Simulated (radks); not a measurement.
# Nuclear size and the levels of Fe²⁴⁺

One table from this session's results is given with a row withheld; the runs are named, their logs left out.

The numbers are computed with radks (a radial shooting solver on a logarithmic mesh, Libxc functionals) version 1 (Dirac Kohn-Sham, BLYP, spin-unpolarised, spherical densities, finite nucleus), except any that are marked as measured or tabulated.

## The system

| Item | Value |
| --- | --- |
| element | iron (Z = 26) |
| charge | +24 |
| electrons | 2 |
| configuration | [He] |
| nuclear rms radius | 3.7377 fm |

Outer shells as boxes (Hund's rule):

Fe²⁴⁺
```
1s [↑↓]
```

The first run:

The run's settings:

```text
Z 26
configuration [He] 2s0 2p0
relativity Dirac
functional b88,lyp
spin unpolarised
j_filling energy
nucleus finite rms 3.7377 fm
c 137.035999084
```

Steps of the session up to this table: rms radius 3.7377 fm.

One of the session's tables, all rows but one given; the rest of the session is left out.

It belongs to the step «rms radius 3.7377 fm». Radial density 4πr²ρ:

| r (bohr) | 4πr²ρ (e/bohr) |
| --- | --- |
| 0.00213 | 0.6248 |
| 0.00284 | 1.060 |
| 0.00379 | 1.776 |
| 0.00506 | 2.927 |
| 0.00674 | ? |
| 0.00892 | 7.303 |
| 0.0119 | 11.01 |
| 0.0159 | 15.78 |
| 0.0212 | 21.11 |
| 0.0282 | 25.78 |
| 0.0377 | 27.91 |
| 0.0502 | 25.74 |
| 0.0670 | 19.18 |
| 0.0894 | 10.77 |
| 0.119 | 4.146 |
| 0.159 | 0.9668 |
| 0.210 | 0.1241 |
| 0.281 | 0.006411 |

Q: Estimate the row for r (bohr) = 0.00674 from the others.

Worked estimate for «4πr²ρ (e/bohr)». A straight line through the neighbours (0.00506, 2.927) and (0.00892, 7.303) gives 2.927 + (7.303 − 2.927) × (0.00674 − 0.00506) / (0.00892 − 0.00506) = 4.832; a parabola fitted to 4 rows on both sides gives 4.770.

**Answer.** 4πr²ρ (e/bohr): 4.720. In «4πr²ρ (e/bohr)» the line misses by +0.112 and the parabola by +0.050.
